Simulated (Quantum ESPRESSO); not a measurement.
Set up this calculation in Quantum ESPRESSO 7.5, as the native input.

```
Task                : single point
Functional          : PBEsol
Potentials or basis : GBRV 1.5 PBEsol
Cutoff              : 612 eV
Density cutoff      : 4898 eV
k mesh              : 18 × 18 × 18
Occupations         : methfessel-paxton, width 0.1 eV
Spin                : no spin polarisation
Mixing beta         : 0.5
Most SCF iterations : 120
SCF threshold       : 2e-10 Ry
```

Mo:

```xyz
1
Lattice="-1.5000 1.5000 1.5000 1.5000 -1.5000 1.5000 1.5000 1.5000 -1.5000" Properties=species:S:1:pos:R:3 pbc="T T T"
Mo    0.0000    0.0000    0.0000
```

The cell was built by a generator and needn't be a form met in nature.

One way to write it, as run:

pw.in

```
&CONTROL
  calculation = 'scf'
  prefix = 'pwscf'
  outdir = './tmp'
  pseudo_dir = './pseudo'
  tprnfor = .true.
  tstress = .true.
  disk_io = 'nowf'
/
&SYSTEM
  ibrav = 0
  nat = 1
  ntyp = 1
  ecutwfc = 45
  ecutrho = 360
  nbnd = 13
  occupations = 'smearing'
  smearing = 'mp'
  degauss = 0.00734986
/
&ELECTRONS
  conv_thr = 2d-10
  electron_maxstep = 120
  mixing_beta = 0.5
/
ATOMIC_SPECIES
Mo    95.9500 mo_pbesol_v1.uspp.F.UPF
CELL_PARAMETERS angstrom
  -1.5000000000    1.5000000000    1.5000000000
   1.5000000000   -1.5000000000    1.5000000000
   1.5000000000    1.5000000000   -1.5000000000
ATOMIC_POSITIONS crystal
Mo     0.0000000000    0.0000000000    0.0000000000
K_POINTS automatic
18 18 18 0 0 0
```

Potentials or basis: GBRV 1.5 PBEsol.

Command:

```bash
$ OMP_NUM_THREADS=1 pw.x -in pw.in > pw.out
```

Results of the run:

The pressure is 45.4 GPa and the band gap on the k mesh is none (metal or under the smearing width).

Caveat: a pressure of tens of GPa on the cell as given is suspect, and the run, the potentials or the cell itself is likely at fault.

It took 11 s on 1 thread of Intel(R) Xeon(R) 6975P-C (Granite Rapids) (shared host), peak memory 0.08 GiB.
